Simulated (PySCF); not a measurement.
# TiN₅H₁₅ (+2): ligand-field states

What do calculations give for the ligand-field states of TiN₅H₁₅ (+2)?

Programs: PySCF 2.14.0, with routines of our own; each step states its level. All values are computed. Atoms count from 0.

## Step 1: The starting structure

21 atoms, charge 2, states of the metal's open shell are computed; geometry from: model start, shaken.

## Step 2: Geometry optimisation at PBE0-D3(BJ)/def2-SVP

What the job is given:

```
{"job": {"xc": "PBE0", "basis": "def2-SVP", "d3": "d3bj", "grid": 1, "maxiter": 45, "solvent": "water", "kind": "geom"}, "charge": 2, "metal": "Ti", "open_shell": "d2"}
Ti     0.000020     0.004480    -0.004110
N     -0.013360    -0.006820     2.215130
H      0.943260     0.020100     2.612950
H     -0.480490     0.823450     2.625690
H     -0.469600    -0.830060     2.619900
N      0.010430    -0.020160    -2.236860
H     -0.970880    -0.019340    -2.647960
H      0.467650     0.797090    -2.616270
H      0.473530    -0.818910    -2.658090
N      2.221920    -0.000730     0.001700
H      2.597380     0.935190    -0.014680
H      2.608200    -0.455270     0.803990
H      2.619850    -0.457910    -0.824860
N     -1.116680     1.932890     0.000960
H     -1.328540     2.270420     0.962740
H     -0.626610     2.690220    -0.469390
H     -2.026560     1.891230    -0.459750
N     -1.132990    -1.930120     0.008650
H     -1.313000    -2.259030     0.941360
H     -2.006930    -1.839650    -0.481310
H     -0.600350    -2.684280    -0.469270
```

The run is started by

```bash
OMP_NUM_THREADS=1 python lf_run.py task.json out
```

One launch serves the whole session: the jobs run in the order shown.

Output:

```text
step   0  E = -1131.33472084  max force = 0.036285
step   1  E = -1131.33980393  max force = 0.004316
step   2  E = -1131.34016856  max force = 0.002969
step   3  E = -1131.34055921  max force = 0.006838
step   4  E = -1131.33091301  max force = 0.026464
step   5  E = -1131.33970365  max force = 0.013629
step   6  E = -1131.34105077  max force = 0.005935
step   7  E = -1131.34122540  max force = 0.004864
step   8  E = -1131.34141420  max force = 0.003587
step   9  E = -1131.34153821  max force = 0.001452
step  10  E = -1131.34158443  max force = 0.001150
step  11  E = -1131.34160249  max force = 0.000647
step  12  E = -1131.34161619  max force = 0.000455
step  13  E = -1131.34162683  max force = 0.000435
optimisation converged
```

Wall time 32 min (1 thread of Arm Neoverse N1, shared host); peak memory 1.8 GiB.

Relaxation path: (the energy doesn't fall at every step)

| step | energy from step 0 (eV) | largest force component (eV/Å) |
| --- | --- | --- |
| 0 | 0.0000 | 1.8659 |
| 1 | -0.1383 | 0.2219 |
| 2 | -0.1482 | 0.1527 |
| 3 | -0.1589 | 0.3516 |
| 4 | 0.1036 | 1.3608 |
| 5 | -0.1356 | 0.7008 |
| 6 | -0.1722 | 0.3052 |
| 7 | -0.1770 | 0.2501 |
| 8 | -0.1821 | 0.1845 |
| 9 | -0.1855 | 0.0747 |
| 10 | -0.1868 | 0.0591 |
| 11 | -0.1873 | 0.0333 |
| 12 | -0.1876 | 0.0234 |
| 13 | -0.1879 | 0.0224 |

Close pairs (by a distance rule), those that changed most:

| bond | before (Å) | after (Å) | change (Å) |
| --- | --- | --- | --- |
| Ti0–N5 | 2.233 | 2.296 | +0.063 |
| Ti0–N1 | 2.219 | 2.263 | +0.044 |
| N5–H6 | 1.064 | 1.022 | -0.042 |
| N9–H11 | 1.000 | 1.023 | +0.023 |
| N13–H14 | 1.041 | 1.022 | -0.019 |
| N17–H20 | 1.040 | 1.023 | -0.017 |
| N17–H18 | 1.005 | 1.022 | +0.017 |
| N17–H19 | 1.006 | 1.023 | +0.017 |

The end geometry stands in the next job.

| at the end point | value |
| --- | --- |
| point group (found at 0.08 Å tolerance) | C1 |
| rotational constants (GHz, main isotopes) | 1.802, 1.513, 1.501 |
| ⟨S²⟩ | 2.003 |

## Step 3: Ligand-field states: state-averaged CASSCF in water

What the job is given:

```
{"job": {"kind": "lf", "basis": {"metal": "x2c-TZVPall", "ligand": "x2c-SVPall"}, "nevpt": true, "solvent": "water"}, "charge": 2, "metal": "Ti", "open_shell": "d2"}
Ti     0.000000     0.000000     0.000000
N     -0.004205     0.007279     2.262889
H     -0.490496     0.810945     2.666683
H     -0.457648    -0.814316     2.668991
H      0.932088     0.025995     2.673469
N      0.005672    -0.011957    -2.295638
H      0.477502    -0.823643    -2.698928
H     -0.932179    -0.017243    -2.701140
H      0.469883     0.800642    -2.705824
N     -1.116075     1.924486    -0.231096
H     -2.127585     1.779898    -0.173708
H     -0.904492     2.610275     0.497854
H     -0.961620     2.406034    -1.119061
N     -1.099190    -1.940783    -0.253777
H     -1.366002    -2.398438     0.620523
H     -1.966604    -1.830701    -0.783740
H     -0.554909    -2.632266    -0.774322
N      2.229129    -0.022741    -0.252424
H      2.764452    -0.026075     0.618559
H      2.553129    -0.839032    -0.776278
H      2.568100     0.783911    -0.781499
```

Level: state-averaged CASSCF of the metal d shell, SC-NEVPT2 on the averaged canonical orbitals, state-interaction spin-orbit coupling.

Output:

```text
basis functions 193, electrons 70, active (2e, 5o)
stage 1: DIIS on the effective Fock matrix, level shift 0.30
cycle   1  E = -1133.0507178876  dE = -1.133e+03  max|g| = 7.651e-01
cycle   2  E = -1133.5624825941  dE = -5.118e-01  max|g| = 2.501e-01
cycle   3  E = -1133.6141690980  dE = -5.169e-02  max|g| = 7.177e-02
cycle   4  E = -1133.6231096326  dE = -8.941e-03  max|g| = 3.628e-02
cycle   5  E = -1133.6251763423  dE = -2.067e-03  max|g| = 1.942e-02
cycle   6  E = -1133.6257600644  dE = -5.837e-04  max|g| = 1.131e-02
cycle   7  E = -1133.6259095762  dE = -1.495e-04  max|g| = 6.404e-03
cycle   8  E = -1133.6259557823  dE = -4.621e-05  max|g| = 3.626e-03
cycle   9  E = -1133.6259722639  dE = -1.648e-05  max|g| = 1.970e-03
cycle  10  E = -1133.6259785789  dE = -6.315e-06  max|g| = 1.018e-03
cycle  11  E = -1133.6259807525  dE = -2.174e-06  max|g| = 5.379e-04
cycle  12  E = -1133.6259816976  dE = -9.451e-07  max|g| = 2.926e-04
cycle  13  E = -1133.6259820081  dE = -3.105e-07  max|g| = 1.743e-04
cycle  14  E = -1133.6259821183  dE = -1.103e-07  max|g| = 9.760e-05
cycle  15  E = -1133.6259821540  dE = -3.569e-08  max|g| = 5.151e-05
cycle  16  E = -1133.6259821644  dE = -1.043e-08  max|g| = 2.629e-05
cycle  17  E = -1133.6259821676  dE = -3.177e-09  max|g| = 1.279e-05
cycle  18  E = -1133.6259821684  dE = -7.753e-10  max|g| = 6.670e-06
converged average energy = -1133.6259821684

 mult deg   label        CASSCF/cm-1   NEVPT2/cm-1
   3   1   3F                  0.0           0.0
   3   1   3F               3134.5        3022.4
   3   1   3F               3463.3        3227.0
   3   1   3F               5363.8        5248.8
   3   1   3F               5506.0        5382.8
   1   1   1D              11623.7        9685.3
   1   1   1D              11680.1        9723.0
   1   1   1D              13572.6       11479.2
   1   1   1D              13635.1       11542.6
   1   1   1D              14631.7       12511.7
   3   1   3P              16432.5       14297.0
   1   1   1G              17661.1       15560.2
   1   1   1G              18264.7       16128.4
   3   1   3F              16903.6       18355.9
   3   1   3F              17129.2       18417.0
   1   1   1G              21301.7       19142.0
   1   1   1G              21379.4       19206.5
   3   1   3P              23047.5       22013.4
   3   1   3P              23256.1       22214.3
   1   1   1G              28431.6       27703.0
   1   1   1G              30184.5       27711.9
   1   1   1G              28569.2       27848.9
   1   1   1G              30096.5       28806.2
   1   1   1G              30283.3       29362.0
   1   1   1S              53458.6       48957.8

spin-orbit levels / cm-1
      0.00  x1  3F 1.00
      1.66  x1  3F 1.00
      1.75  x1  3F 1.00
   2956.57  x1  3F 0.79 3F 0.21
   2956.76  x1  3F 0.79 3F 0.21
   3027.94  x1  3F 1.00
   3230.48  x1  3F 1.00
   3301.99  x1  3F 0.79 3F 0.21
   3302.03  x1  3F 0.79 3F 0.21
   5241.83  x1  3F 0.92 3F 0.08
   5246.25  x1  3F 0.93 3F 0.07
   5254.03  x1  3F 1.00
   5387.73  x1  3F 1.00
   5400.97  x1  3F 0.92 3F 0.08
   5402.14  x1  3F 0.93 3F 0.07
   9692.71  x1  1D 1.00
   9730.49  x1  1D 1.00
  11483.34  x1  1D 1.00
  11547.67  x1  1D 1.00
  12513.10  x1  1D 1.00
  14305.22  x1  3P 1.00
  14306.36  x1  3P 1.00
  14306.97  x1  3P 1.00
  15563.56  x1  1G 1.00
  16131.01  x1  1G 1.00
  18296.12  x1  3F 0.65 3F 0.35
  18296.40  x1  3F 0.65 3F 0.35
  18362.81  x1  3F 1.00
  18423.77  x1  3F 1.00
  18495.47  x1  3F 0.65 3F 0.35
```

It took 28 s on 1 thread of Arm Neoverse N1, shared host; peak memory 0.92 GiB.

Key values:

| quantity | value |
| --- | --- |
| spin-orbit constant ζ | 109 cm⁻¹ |

Powder susceptibility:

| T (K) | χT (cm³ K/mol) | μ(eff) |
| --- | --- | --- |
| 2 | 0.844 | 2.60 |
| 5 | 0.917 | 2.71 |
| 10 | 0.930 | 2.73 |
| 20 | 0.936 | 2.73 |
| 30 | 0.939 | 2.74 |
| 50 | 0.946 | 2.75 |
| 75 | 0.954 | 2.76 |
| 100 | 0.961 | 2.77 |
| 150 | 0.977 | 2.79 |
| 200 | 0.992 | 2.82 |
| 250 | 1.007 | 2.84 |
| 300 | 1.022 | 2.86 |

The fields below are evaluated on a grid from the run's orbitals.

The spin density lies nearest to Ti0 91 %.

## Step 4: Ligand-field states: state-averaged CASSCF (basis x2c-TZVPall) in water

Settings changed since step 3:

```diff
@@ -1,2 +1,2 @@
-{"job": {"kind": "lf", "basis": {"metal": "x2c-TZVPall", "ligand": "x2c-SVPall"}, "nevpt": true, "solvent": "water"}, "charge": 2, "metal": "Ti", "open_shell": "d2"}
+{"job": {"kind": "lf", "basis": "x2c-TZVPall", "nevpt": true, "solvent": "water"}, "charge": 2, "metal": "Ti", "open_shell": "d2"}
 Ti     0.000000     0.000000     0.000000
```

With the program's defaults for keys left out, this is: state-averaged CASSCF of the metal d shell, SC-NEVPT2 on the averaged canonical orbitals, state-interaction spin-orbit coupling.

Output:

```text
basis functions 293, electrons 70, active (2e, 5o)
stage 1: DIIS on the effective Fock matrix, level shift 0.30
cycle   1  E = -1133.3408909699  dE = -1.133e+03  max|g| = 7.670e-01
cycle   2  E = -1133.8773579084  dE = -5.365e-01  max|g| = 2.039e-01
cycle   3  E = -1133.9307909831  dE = -5.343e-02  max|g| = 8.233e-02
cycle   4  E = -1133.9400240581  dE = -9.233e-03  max|g| = 3.945e-02
cycle   5  E = -1133.9422385386  dE = -2.214e-03  max|g| = 2.089e-02
cycle   6  E = -1133.9429104677  dE = -6.719e-04  max|g| = 1.219e-02
cycle   7  E = -1133.9430896464  dE = -1.792e-04  max|g| = 6.949e-03
cycle   8  E = -1133.9431429996  dE = -5.335e-05  max|g| = 4.012e-03
cycle   9  E = -1133.9431628283  dE = -1.983e-05  max|g| = 2.215e-03
cycle  10  E = -1133.9431706958  dE = -7.867e-06  max|g| = 1.161e-03
cycle  11  E = -1133.9431735555  dE = -2.860e-06  max|g| = 6.178e-04
cycle  12  E = -1133.9431747819  dE = -1.226e-06  max|g| = 3.416e-04
cycle  13  E = -1133.9431752166  dE = -4.347e-07  max|g| = 2.112e-04
cycle  14  E = -1133.9431753820  dE = -1.654e-07  max|g| = 1.212e-04
cycle  15  E = -1133.9431754359  dE = -5.384e-08  max|g| = 6.721e-05
cycle  16  E = -1133.9431754535  dE = -1.765e-08  max|g| = 3.496e-05
cycle  17  E = -1133.9431754589  dE = -5.368e-09  max|g| = 1.736e-05
cycle  18  E = -1133.9431754603  dE = -1.431e-09  max|g| = 9.057e-06
converged average energy = -1133.9431754603

 mult deg   label        CASSCF/cm-1   NEVPT2/cm-1
   3   1   3F                  0.0           0.0
   3   1   3F               3095.6        2962.0
   3   1   3F               3433.8        3175.7
   3   1   3F               5303.1        5142.2
   3   1   3F               5445.5        5275.1
   1   1   1D              11606.0        9624.2
   1   1   1D              11663.8        9663.3
   1   1   1D              13534.0       11380.8
   1   1   1D              13595.3       11441.7
   1   1   1D              14609.6       12415.0
   3   1   3P              16353.2       14388.3
   1   1   1G              17614.3       15420.4
   1   1   1G              18199.0       15973.5
   3   1   3F              16838.2       17600.3
   3   1   3F              16600.3       17751.1
   1   1   1G              21230.2       18926.5
   1   1   1G              21307.9       18990.0
   3   1   3P              22787.2       21473.1
   3   1   3P              22991.8       21665.2
   1   1   1G              30000.0       27005.0
   1   1   1G              28118.5       27095.5
   1   1   1G              28253.8       27233.4
   1   1   1G              29752.7       28529.9
   1   1   1G              29911.9       28664.4
   1   1   1S              52891.3       47822.3

spin-orbit levels / cm-1
      0.00  x1  3F 1.00
      1.67  x1  3F 1.00
      1.76  x1  3F 1.00
   2898.10  x1  3F 0.80 3F 0.20
   2898.28  x1  3F 0.80 3F 0.20
   2967.70  x1  3F 1.00
   3179.10  x1  3F 1.00
   3248.96  x1  3F 0.80 3F 0.20
   3249.01  x1  3F 0.80 3F 0.20
   5135.16  x1  3F 0.92 3F 0.08
   5139.73  x1  3F 0.93 3F 0.07
   5147.65  x1  3F 1.00
   5280.27  x1  3F 1.00
   5293.66  x1  3F 0.92 3F 0.08
   5294.84  x1  3F 0.93 3F 0.07
   9631.61  x1  1D 1.00
   9670.86  x1  1D 1.00
  11385.08  x1  1D 1.00
  11447.06  x1  1D 1.00
  12417.14  x1  1D 1.00
  14395.44  x1  3P 1.00
  14397.10  x1  3P 1.00
  14397.95  x1  3P 1.00
  15423.58  x1  1G 1.00
  15975.55  x1  1G 1.00
  17567.10  x1  3F 0.82 3F 0.18
  17567.89  x1  3F 0.82 3F 0.18
  17607.21  x1  3F 1.00
  17758.24  x1  3F 1.00
  17804.01  x1  3F 0.82 3F 0.18
```

It took 62 s on 1 thread of Arm Neoverse N1, shared host; peak memory 1.2 GiB.

Key values:

| quantity | value |
| --- | --- |
| spin-orbit constant ζ | 109 cm⁻¹ |

Powder susceptibility:

| T (K) | χT (cm³ K/mol) | μ(eff) |
| --- | --- | --- |
| 2 | 0.841 | 2.59 |
| 20 | 0.934 | 2.73 |
| 100 | 0.960 | 2.77 |
| 300 | 1.023 | 2.86 |

## Step 5: Ligand-field states: state-averaged CASSCF (avg hs) in water

Settings changed since step 4:

```diff
@@ -1,2 +1,2 @@
-{"job": {"kind": "lf", "basis": "x2c-TZVPall", "nevpt": true, "solvent": "water"}, "charge": 2, "metal": "Ti", "open_shell": "d2"}
+{"job": {"kind": "lf", "basis": {"metal": "x2c-TZVPall", "ligand": "x2c-SVPall"}, "nevpt": true, "solvent": "water", "avg": "hs"}, "charge": 2, "metal": "Ti", "open_shell": "d2"}
 Ti     0.000000     0.000000     0.000000
```

Method: state-averaged CASSCF of the metal d shell, SC-NEVPT2 on the averaged canonical orbitals, state-interaction spin-orbit coupling.

Output:

```text
basis functions 193, electrons 70, active (2e, 5o)
stage 1: DIIS on the effective Fock matrix, level shift 0.30
cycle   1  E = -1133.0681328796  dE = -1.133e+03  max|g| = 7.683e-01
cycle   2  E = -1133.5791071606  dE = -5.110e-01  max|g| = 2.456e-01
cycle   3  E = -1133.6307507251  dE = -5.164e-02  max|g| = 7.208e-02
cycle   4  E = -1133.6406334394  dE = -9.883e-03  max|g| = 3.626e-02
cycle   5  E = -1133.6427975300  dE = -2.164e-03  max|g| = 1.959e-02
cycle   6  E = -1133.6434267141  dE = -6.292e-04  max|g| = 1.145e-02
cycle   7  E = -1133.6435899800  dE = -1.633e-04  max|g| = 6.496e-03
cycle   8  E = -1133.6436380678  dE = -4.809e-05  max|g| = 3.728e-03
cycle   9  E = -1133.6436552416  dE = -1.717e-05  max|g| = 2.031e-03
cycle  10  E = -1133.6436610817  dE = -5.840e-06  max|g| = 1.066e-03
cycle  11  E = -1133.6436629876  dE = -1.906e-06  max|g| = 5.675e-04
cycle  12  E = -1133.6436636707  dE = -6.831e-07  max|g| = 2.977e-04
cycle  13  E = -1133.6436639100  dE = -2.394e-07  max|g| = 1.513e-04
cycle  14  E = -1133.6436639909  dE = -8.089e-08  max|g| = 7.703e-05
cycle  15  E = -1133.6436640129  dE = -2.199e-08  max|g| = 4.238e-05
cycle  16  E = -1133.6436640201  dE = -7.212e-09  max|g| = 2.474e-05
cycle  17  E = -1133.6436640221  dE = -1.946e-09  max|g| = 1.384e-05
cycle  18  E = -1133.6436640226  dE = -5.264e-10  max|g| = 7.789e-06
converged average energy = -1133.6436640226

 mult deg   label        CASSCF/cm-1   NEVPT2/cm-1
   3   1   3F                  0.0           0.0
   3   1   3F               3124.8        3033.6
   3   1   3F               3453.1        3248.3
   3   1   3F               5376.5        5271.0
   3   1   3F               5519.8        5405.6
   1   1   1D              11777.3        9740.6
   1   1   1D              11831.0        9777.9
   1   1   1D              13717.5       11554.5
   1   1   1D              13780.0       11617.5
   1   1   1D              14782.7       12583.1
   3   1   3P              16606.5       14583.3
   1   1   1G              17894.0       15675.2
   1   1   1G              18464.1       16226.4
   3   1   3F              17140.9       18222.2
   3   1   3F              16901.4       18306.2
   1   1   1G              21527.9       19267.1
   1   1   1G              21600.1       19330.0
   3   1   3P              23194.5       22032.5
   3   1   3P              23403.9       22233.0
   1   1   1G              28649.3       27767.5
   1   1   1G              28784.5       27911.0
   1   1   1G              30477.2       28220.1
   1   1   1G              30434.6       28709.9
   1   1   1G              30279.7       29226.3
   1   1   1S              53919.7       49037.6

spin-orbit levels / cm-1
      0.00  x1  3F 1.00
      1.72  x1  3F 1.00
      1.81  x1  3F 1.00
   2968.06  x1  3F 0.80 3F 0.20
   2968.26  x1  3F 0.80 3F 0.20
   3039.35  x1  3F 1.00
   3251.79  x1  3F 1.00
   3323.23  x1  3F 0.80 3F 0.20
   3323.27  x1  3F 0.80 3F 0.20
   5263.79  x1  3F 0.92 3F 0.08
   5268.37  x1  3F 0.93 3F 0.07
   5276.41  x1  3F 1.00
   5410.68  x1  3F 1.00
   5424.34  x1  3F 0.92 3F 0.08
   5425.54  x1  3F 0.93 3F 0.07
   9748.16  x1  1D 1.00
   9785.59  x1  1D 1.00
  11558.90  x1  1D 1.00
  11622.99  x1  1D 1.00
  12585.13  x1  1D 1.00
  14590.91  x1  3P 1.00
  14592.37  x1  3P 1.00
  14593.22  x1  3P 1.00
  15678.64  x1  1G 1.00
  16229.01  x1  1G 1.00
  18171.03  x1  3F 0.70 3F 0.30
  18171.67  x1  3F 0.70 3F 0.30
  18229.23  x1  3F 1.00
  18313.32  x1  3F 1.00
  18376.83  x1  3F 0.70 3F 0.30
```

It took 27 s on 1 thread of Arm Neoverse N1, shared host; peak memory 0.92 GiB.

In short:

| quantity | value |
| --- | --- |
| spin-orbit constant ζ | 111 cm⁻¹ |

Powder susceptibility:

| T (K) | χT (cm³ K/mol) | μ(eff) |
| --- | --- | --- |
| 2 | 0.837 | 2.59 |
| 20 | 0.934 | 2.73 |
| 100 | 0.960 | 2.77 |
| 300 | 1.022 | 2.86 |

## Step 6: Ligand field across the series

From the NEVPT2 states (cm⁻¹; the spread is that of the fitted one-electron ligand-field levels):

| step | setting | ground state | next state | orbital spread | Racah B | ζ | μ(eff), 300 K |
| --- | --- | --- | --- | --- | --- | --- | --- |
| 3 | as given | 3F | 3F at 3022 | 15025 | 674 | 109 | 2.86 |
| 4 | basis x2c-TZVPall | 3F | 3F at 2962 | 14367 | 680 | 109 | 2.86 |
| 5 | avg hs | 3F | 3F at 3034 | 14853 | 690 | 111 | 2.86 |

## Step 7: Summary of results

| quantity | value |
| --- | --- |
| point group | C1 |
| rotational constants (main isotopes) | 1.80, 1.51, 1.50 GHz |
| spin-orbit constant ζ (step 3, state-averaged CASSCF in water) | 109 cm⁻¹ |
| ground multiplicity, μ(eff) at 300 K (step 3, 5 donors at 2.24 to 2.30 Å) | 3, 2.86 μB |
| ground multiplicity, μ(eff) at 300 K (step 4, 5 donors at 2.24 to 2.30 Å) | 3, 2.86 μB |
| ground multiplicity, μ(eff) at 300 K (step 5, 5 donors at 2.24 to 2.30 Å) | 3, 2.86 μB |

In words: Over 13 steps the energy fell by 0.188 eV; of the close pairs, Ti0–N5 changed most, 2.233 to 2.296 Å. In step 3, χT goes from 0.84 at 2 K to 1.02 cm³ K/mol at 300 K, as higher levels fill or mix in.
